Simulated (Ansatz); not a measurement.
# WH (quartet): the correlation ladder, def2-TZVP

Aim: climb from Hartree-Fock through coupled cluster and multireference methods for WH (quartet) at one geometry and basis, and see what each rung misses.

Method: def2-TZVP, core rule «outside noble gas», up to 4 orbitals frozen; program: Ansatz 0.2.0, Gaussian basis.

To be run: UHF; CCSD(T) on ROHF; CCSD(T) on UHF; CISD as a restricted active space (open shells left free, so some higher excitations enter); CCSDT(Q) on ROHF; CCSDT(Q) on UHF; CISDTQ; CCSDTQ on ROHF; CCSDTQ on UHF; CASSCF and MRCISD+Q, 7 electrons in 7 orbitals; CASSCF and NEVPT4(SD), 7 electrons in 7 orbitals; CASSCF and NEVPT2, 7 electrons in 7 orbitals.

9 further runs of the same task are left out: 2 for a known fault of the program, 2 that didn't finish, 5 set aside as unsound or not needed. Runs told in other sessions of the task aren't counted.

## Step 1: The geometry

The geometry is a PBE0/def2-TZVP stationary point (not a proven minimum). No spin-orbit coupling is included. Elements past krypton take def2 core potentials.

2 atoms, charge 0, spin multiplicity 4.

Atoms are counted from 1 here; the program's logs count them from 0.

Bond lengths: W1–H2 1.690 Å.

## Step 2: UHF

Contents of in.yaml:

```yaml
crystal:
  periodic: [false, false, false]
  atoms:
    - {symbol: W, position_ang: [0.000000, 0.000000, 0.000000]}
    - {symbol: H, position_ang: [0.000000, 0.000000, 1.689971]}
basis:
  gaussian: {orbitals: def2-TZVP}
magnetization: {spin_polarized: true, initial_magnetization: 3}
hamiltonian: {xc: hf}
output: {orbitals: {seedname: orbitals}}
```

Started as:

```bash
$ ansatz run in.yaml --threads 1 --pin off --events-out ev --progress --plain --max-ram 4160MiB --backend cpu
```

After this run come: CCSD(T) on ROHF; CCSD(T) on UHF; CISD as a restricted active space (open shells left free, so some higher excitations enter); CCSDT(Q) on ROHF; CCSDT(Q) on UHF; CISDTQ; CCSDTQ on ROHF; CCSDTQ on UHF; CASSCF and MRCISD+Q, 7 electrons in 7 orbitals; CASSCF and NEVPT4(SD), 7 electrons in 7 orbitals; CASSCF and NEVPT2, 7 electrons in 7 orbitals.

Q: Predict the results of all the runs planned. Wanted: RCCSDTQ from the RHF energy; RMP2 from RCCSDTQ; UMP2 from RCCSDTQ; RCCSD from RCCSDTQ; RCCSD(T) from RCCSDTQ; UCCSD(T) from RCCSDTQ; RCCSDT(Q) from RCCSDTQ; UCCSDT(Q) from RCCSDTQ; NEVPT2 valence from RCCSDTQ.

The runs gave:

| quantity | value |
| --- | --- |
| RCCSDTQ from the ROHF energy | -3.9403 eV |
| RMP2 from RCCSDTQ | +83.0 kJ/mol |
| UMP2 from RCCSDTQ | +66.0 kJ/mol |
| RCCSD from RCCSDTQ | +24.0 kJ/mol |
| RCCSD(T) from RCCSDTQ | +7.4 kJ/mol |
| UCCSD(T) from RCCSDTQ | -42.3 kJ/mol |
| RCCSDT(Q) from RCCSDTQ | +0.1 kJ/mol |
| UCCSDT(Q) from RCCSDTQ | -2.0 kJ/mol |
| NEVPT2 valence from RCCSDTQ | +86.8 kJ/mol |
| NEVPT4(SD) valence from RCCSDTQ | +17.7 kJ/mol |
| MRCISD+Q valence from RCCSDTQ | +2.7 kJ/mol |
| levels within 1 kcal/mol (43 meV) | RCCSDT, UCCSDT, CISDTQ, RCCSDT(Q), UCCSDT(Q), UCCSDTQ, MRCISD+Q valence |
| T1 diagnostic | 0.039 |
| effectively unpaired electrons | 3.27 |

What this shows: RCCSD(T) lands +7.4 kJ/mol from the yardstick (2.0 % of the correlation energy). CCSD(T) misses by +7.4 kJ/mol on the restricted determinant and by -42.3 kJ/mol on the unrestricted one; the two need not hold the same state or core. The occupations show static correlation (3.27 effectively unpaired electrons where one determinant has 3). Of the multireference levels listed MRCISD+Q valence comes nearest in total energy (+2.7 kJ/mol), which doesn't show that its space is the better one. Coupled cluster took another determinant than the lowest Hartree-Fock one. These misses are within one basis, not against nature; the frozen cores of restricted and unrestricted runs differ, which can shift their rows.

With open shells the CI space here admits some higher excitations, so it is larger than plain CISD.
